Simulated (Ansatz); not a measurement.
**GeH2I2: how energies converge with the basis set**

An exercise on one series of results from a longer session: the logs are not shown, and one member is left open.

Program: Ansatz 0.2.0, Gaussian basis. Level of theory: one geometry, several basis sets. These are calculated values, not measurements.

Levels to be run: PBE0-D4/def2-SVP; ωB97M-V/def2-SVP; PBE0-D4/def2-QZVPP; ωB97M-V/def2-QZVPP; the functionals' def2-TZVPP values are taken from earlier runs.

**Structure used throughout**

An earlier PBE0-D4 in a triple-zeta def2 set relaxation fixed the geometry. I takes the def2 core potential; no spin-orbit term is included.

5 atoms, charge 0, spin multiplicity 1.

Atoms are counted from 1 here; the program's logs count them from 0.

Bond lengths: I1–Ge2 2.504 Å, Ge2–I3 2.504 Å, Ge2–H4 1.531 Å, Ge2–H5 1.531 Å. Angles: I1–Ge2–I3 110.4°, I1–Ge2–H4 108.2°, I1–Ge2–H5 108.2°, I3–Ge2–H4 108.2°, I3–Ge2–H5 108.2°, H4–Ge2–H5 113.6°.

Set-up of the first run:

in.yaml reads:

```yaml
crystal:
  periodic: [false, false, false]
  atoms:
    - {symbol: I, position_ang: [-2.218099, 0.557874, 0.592115]}
    - {symbol: Ge, position_ang: [0.066983, -0.046679, -0.234855]}
    - {symbol: I, position_ang: [1.661643, -0.264256, 1.683655]}
    - {symbol: H, position_ang: [0.561796, 1.082831, -1.142883]}
    - {symbol: H, position_ang: [-0.022325, -1.403470, -0.939331]}
basis:
  gaussian: {orbitals: def2-SVP}
hamiltonian: {xc: pbe0, dispersion: d4}
output: {orbitals: {seedname: orbitals}}
```

Command:

```
$ ansatz run in.yaml --threads 4 --pin off --events-out ev --progress --plain --max-ram 10444MiB
```

Steps of the session up to this table: PBE0-D4 in def2-SVP; ωB97M-V in def2-SVP; PBE0-D4 in def2-QZVPP; ωB97M-V in def2-QZVPP.

One of the session's tables, all rows but one given; the rest of the session is left out.

It belongs to the step «Functionals by basis». 

| functional | basis | HOMO (eV) | LUMO (eV) |
| --- | --- | --- | --- |
| PBE0-D4 | def2-SVP | -7.62 | -1.80 |
| PBE0-D4 | def2-TZVPP | -7.67 | -1.90 |
| PBE0-D4 | def2-QZVPP | -7.68 | -1.94 |
| ωB97M-V | def2-SVP | ? | ? |
| ωB97M-V | def2-TZVPP | -9.74 | -0.08 |
| ωB97M-V | def2-QZVPP | -9.75 | -0.20 |

Q: Estimate the row for ωB97M-V, def2-SVP from the others.

The run gave: HOMO (eV): -9.66; LUMO (eV): 0.11. In the column «HOMO (eV)» it lies between ωB97M-V, def2-TZVPP (-9.74) and PBE0-D4, def2-QZVPP (-7.68).
